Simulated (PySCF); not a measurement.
# A workflow on BCNClF (SMILES N#CB(F)Cl)

Wanted: a geometry optimisation (PBE50/6-311G), then a single-point energy (LC-VV10/aug-cc-pVDZ), then the excited states (TD-SCAN/cc-pVTZ) of BCNClF. Input form: a Python script.

Program for the calculation: PySCF 2.14.0.

1 further run of the same task is left out (for a faulty analytic Hessian).

## (1) The system as given

BCNClF: 5 atoms, total charge 0, spin state singlet. SMILES: `N#CB(F)Cl`. The shape comes from a force field and isn't a relaxed structure. The run starts from this shape.

Bond lengths: N1–C2 1.219 Å, C2–B3 1.565 Å, B3–F4 1.354 Å, B3–Cl5 1.836 Å. Angles: N1–C2–B3 178.5°, C2–B3–F4 118.3°, C2–B3–Cl5 118.8°, F4–B3–Cl5 122.9°.

## (2) A structure relaxation at PBE50/6-311G (Cartesian functions) (run 1)

Input file calc.py:

```python
# N#CB(F)Cl
from pyscf import gto, dft
from pyscf.geomopt.geometric_solver import kernel as optimise

mol = gto.Mole()
mol.atom = [
    ('N', (1.712800, -0.861300, 1.140200)),
    ('C', (0.757000, -0.422600, 0.523300)),
    ('B', (-0.469700, 0.107500, -0.290500)),
    ('F', (-1.496500, -0.742200, -0.531300)),
    ('Cl', (-0.453700, 1.844900, -0.883100)),
]
mol.cart = True
mol.verbose = 4
mol.max_memory = 1860
mol.basis = '6-311g'
mol.build()

calc0 = dft.RKS(mol)
calc0.xc = 'pbe50'
converged, mol_eq = optimise(calc0, maxsteps=100)
print('converged:', converged)
print(mol_eq.tostring())

calc0.reset(mol_eq)
mol = mol_eq
calc0.kernel()
energy = calc0.e_tot
print('E = %.10f Eh' % energy)
```

The run is started by

```sh
$ OMP_NUM_THREADS=1 python calc.py
```

Output:

```text
PySCF version 2.14.0

[... 66 lines left out ...]
WARN: Mole.unit (angstrom) is changed to Bohr
[... 151 lines left out ...]
converged SCF energy = -677.466224250109
[... 248 lines left out ...]
converged SCF energy = -677.466525983427
[... 238 lines left out ...]
converged SCF energy = -677.466613368226
[... 82 lines left out ...]
converged SCF energy = -677.466613368425
E = -677.4666133684 Eh
```

Wall time 58 s (1 thread of Arm Neoverse V1, shared host); peak memory 0.78 GiB.

Steps, from the record of the run:

```
step  energy from the first frame kept (eV)  largest force (eV/Å)
   0                                 0.0000                6.7875
   1                                -0.3849                0.8550
   2                                -0.3920                0.2006
   3                                -0.3934                0.2566
   4                                -0.3931                0.1309
   5                                -0.3953                0.0835
   6                                -0.3955                0.0416
   7                                -0.3955                0.0100
```

After the run. Bond lengths: N1–C2 1.153 Å, C2–B3 1.509 Å, B3–F4 1.327 Å, B3–Cl5 1.757 Å. Angles: N1–C2–B3 179.8°, C2–B3–F4 119.2°, C2–B3–Cl5 121.4°, F4–B3–Cl5 119.4°.

## (3) A single-point energy at LC-VV10/aug-cc-pVDZ (density fitting with def2-universal-jkfit, nlc grid 1) (run 3)

Input file mol.xyz:

```xyz
5
CBClFN
N      1.646428    -0.831385     1.104047
C      0.747615    -0.423170     0.508610
B     -0.427358     0.108635    -0.275019
F     -1.453927    -0.693976    -0.526670
Cl    -0.464153     1.765034    -0.860018
```

Input file calc.py:

```python
from pyscf import gto, dft

mol = gto.M(
    atom='mol.xyz',
    basis='aug-cc-pvdz',
    max_memory=1860,
    verbose=4,
    spin=0,
)

mf = dft.RKS(mol)
mf.xc = 'lc-vv10'
mf = mf.density_fit(auxbasis='def2-universal-jkfit')
mf.nlcgrids.level = 1
mf.kernel()

etot = mf.e_tot
print('E(%s) = %.9f' % ('LC-VV10', etot))
dip = mf.dip_moment()
pop, q = mf.mulliken_pop()
```

The run is started by

```sh
$ OMP_NUM_THREADS=1 python calc.py
```

Output:

```text
PySCF version 2.14.0

[... 87 lines left out ...]
converged SCF energy = -677.385831600248
[... 1 line left out ...]
Dipole moment(X, Y, Z, Debye): -1.35698,  0.90935, -0.99967
[... 125 lines left out ...]
charge of    4Cl =     -0.18369
```

Run time: 50 s. Hardware: 1 thread of Arm Neoverse V1, shared host; peak memory 0.49 GiB.

## (4) The vertical excitations at TD-SCAN/cc-pVTZ (density fitting with cc-pvqz-jkfit, spin of roots singlet) (run 4)

Input file run.py:

```python
from pyscf import gto, dft, tdscf

system = gto.M(
    atom='''
N    1.646428  -0.831385   1.104047
C    0.747615  -0.423170   0.508610
B   -0.427358   0.108635  -0.275019
F   -1.453927  -0.693976  -0.526670
Cl  -0.464153   1.765034  -0.860018
''',
    verbose=4,
    max_memory=1860,
    basis='cc-pvtz',
    charge=0,
)

mf = dft.RKS(system)
mf.xc = 'scan'
mf = mf.density_fit(auxbasis='cc-pvqz-jkfit')
mf.kernel()

e_final = mf.e_tot
print('E = %.10f Eh' % e_final)

td = tdscf.TDDFT(mf)
td.nstates = 3
td.kernel()
td.analyze()
roots = td.e * 27.211386
osc = td.oscillator_strength()
print('state   eV      nm      f')
for i, (w, f) in enumerate(zip(roots, osc), 1):
    print('%3d %9.4f %8.1f %9.5f' % (i, w, 1239.842 / w, f))
```

The run is started by

```sh
$ OMP_NUM_THREADS=1 python run.py
```

Output:

```text
PySCF version 2.14.0

[... 75 lines left out ...]
converged SCF energy = -677.89158141936
[... 21 lines left out ...]
** Transition electric dipole moments (AU) **
[... 5 lines left out ...]
** Transition velocity dipole moments (imaginary part, AU) **
state          X           Y           Z        Dip. S.      Osc.
  1        -0.0008      0.0005      0.0016      0.0000      0.0000
  2        -0.0009      0.0008      0.0030      0.0000      0.0000
  3        -0.0739      0.1400     -0.0876      0.0327      0.0925

** Transition magnetic dipole moments (imaginary part, AU) **
state          X           Y           Z
  1        -0.1741     -0.1695     -0.0294
  2        -0.2591      0.0902     -0.1646
  3        -0.0243     -0.0078      0.0600
state   eV      nm      f
  1    5.4597    227.1   0.00003
  2    6.1276    202.3   0.00000
  3    6.4212    193.1   0.10690
```

It took 6.2 min on 1 thread of Arm Neoverse V1, shared host; peak memory 0.89 GiB.

The roots found:

```
excited state  energy (eV)  strength
            1        5.460    0.0000
            2        6.128    0.0000
            3        6.421    0.1069
```

## (5) What came out

| quantity | value |
| --- | --- |
| run 1, PBE50/6-311G: total energy at the end | -677.46661 Eh |
| run 1, PBE50/6-311G: dipole moment | 1.22 D |
| run 1, PBE50/6-311G: HOMO energy | -11.83 eV |
| run 1, PBE50/6-311G: LUMO energy | -2.20 eV |
| run 1, PBE50/6-311G: HOMO–LUMO gap | 9.64 eV |
| run 3, LC-VV10/aug-cc-pVDZ: total energy | -677.38583 Eh |
| run 3, LC-VV10/aug-cc-pVDZ: dipole moment | 1.92 D |
| run 3, LC-VV10/aug-cc-pVDZ: HOMO energy | -13.25 eV |
| run 3, LC-VV10/aug-cc-pVDZ: LUMO energy | -0.48 eV |
| run 3, LC-VV10/aug-cc-pVDZ: HOMO–LUMO gap | 12.77 eV |
| run 4, TD-SCAN/cc-pVTZ: ground-state or mean-field energy | -677.89158 Eh |
| run 4, TD-SCAN/cc-pVTZ: dipole moment (SCAN Kohn–Sham density) | 1.90 D |
| run 4, TD-SCAN/cc-pVTZ: HOMO energy (SCAN Kohn–Sham orbitals) | -9.03 eV |
| run 4, TD-SCAN/cc-pVTZ: LUMO energy (SCAN Kohn–Sham orbitals) | -3.59 eV |
| run 4, TD-SCAN/cc-pVTZ: HOMO–LUMO gap (SCAN Kohn–Sham orbitals) | 5.44 eV |
| run 4, TD-SCAN/cc-pVTZ: lowest singlet excitation energy | 5.46 eV |

What this shows: The optimisation (run 1, PBE50/6-311G) took 7 steps and changed the energy by -0.395 eV. Mulliken charges (run 1, PBE50/6-311G) run from -0.33 on F4 to +0.79 on B3. Mulliken charges (run 3, LC-VV10/aug-cc-pVDZ) run from -0.31 on N1 to +0.62 on B3; in a basis this large or diffuse they mean little. The brightest of the 3 transitions from the ground state lies at 6.42 eV (193 nm, f = 0.107); the lowest, at 5.46 eV, has f = 0.000.
